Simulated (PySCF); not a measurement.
# InN: from the state search to spectroscopic constants

The task here is to estimate one member of a computed series from the others.

Computed with PySCF 2.14.0. Level: In x2c-TZVPPall, N x2c-TZVPPall, spin-free X2C with a Gaussian nucleus.

Set-up of the first run:

A driver script around PySCF takes these settings:

```yaml
atoms: In, N
charge: 0
basis: In x2c-TZVPPall, N x2c-TZVPPall
Hamiltonian: spin-free X2C with a Gaussian nucleus
basis_functions: 91
electrons_treated: 56
masses_in_u: 114.9039, 14.0031
levels: PBE0, PBE, r²SCAN, B3LYP, TPSS, BLYP, revPBE, ωB97M-V, HF, MP2, SCS-MP2, CCSD, CCSD(T)
grid: 80 radial by 434 angular points
occupations: held fixed by the projection of orbital angular momentum
dissociation_limit: In + N, each in its ground configuration
starting_distance_in_angstrom: 2.045
values_of_2S_to_try: 0, 2, 4
```

Started as:

```
> OMP_NUM_THREADS=1 python dia.py task.json out
```

Steps of the session up to this table: Set-up; The PBE0 curve of the state that the search chose; Higher solutions at PBE0; PBE; r²SCAN; B3LYP; TPSS; BLYP (GGA); revPBE (GGA); ωB97M-V (range-separated hybrid); UHF; Adding correlation.

One of the session's tables, all rows but one given; the rest of the session is left out.

Energy (eV) from each level's lowest point:

```
R (Å)    UHF  UHF-MP2  UHF-SCS-MP2  UHF-CCSD  UHF-CCSD(T)
1.908  0.689    0.624        0.660       n/a          n/a
1.997  0.289    0.251        0.275     0.284        0.296
2.086  0.081    0.060        0.073     0.080        0.088
2.152  0.013    0.003        0.009     0.014        0.017
2.219  0.000    0.000        0.000     0.000        0.000
2.286  0.026    0.041        0.037     0.026        0.022
2.374      ?        ?            ?         ?            ?
2.485  0.205    0.389        0.392     0.246        0.236
2.618  0.296    0.723        0.751     0.450        0.439
2.796  0.337    1.033        1.084       n/a          n/a
```

Q: Estimate the row for R (Å) = 2.374 from the others.

Worked estimate for «UHF». A straight line through the neighbours (2.286, 0.026) and (2.485, 0.205) gives 0.026 + (0.205 − 0.026) × (2.374 − 2.286) / (2.485 − 2.286) = 0.105; a parabola fitted to 4 rows on both sides gives 0.109.

The run gave: UHF: 0.097; UHF-MP2: 0.154; UHF-SCS-MP2: 0.148; UHF-CCSD: 0.104; UHF-CCSD(T): 0.097. In «UHF» the line misses by +0.008 and the parabola by +0.012.

To keep in mind: Lowest PBE0 solution found, without spin–orbit coupling: ³Σ⁻ (triplet), unpaired electrons π ↑↑. Warnings in the runs' records: inverted.
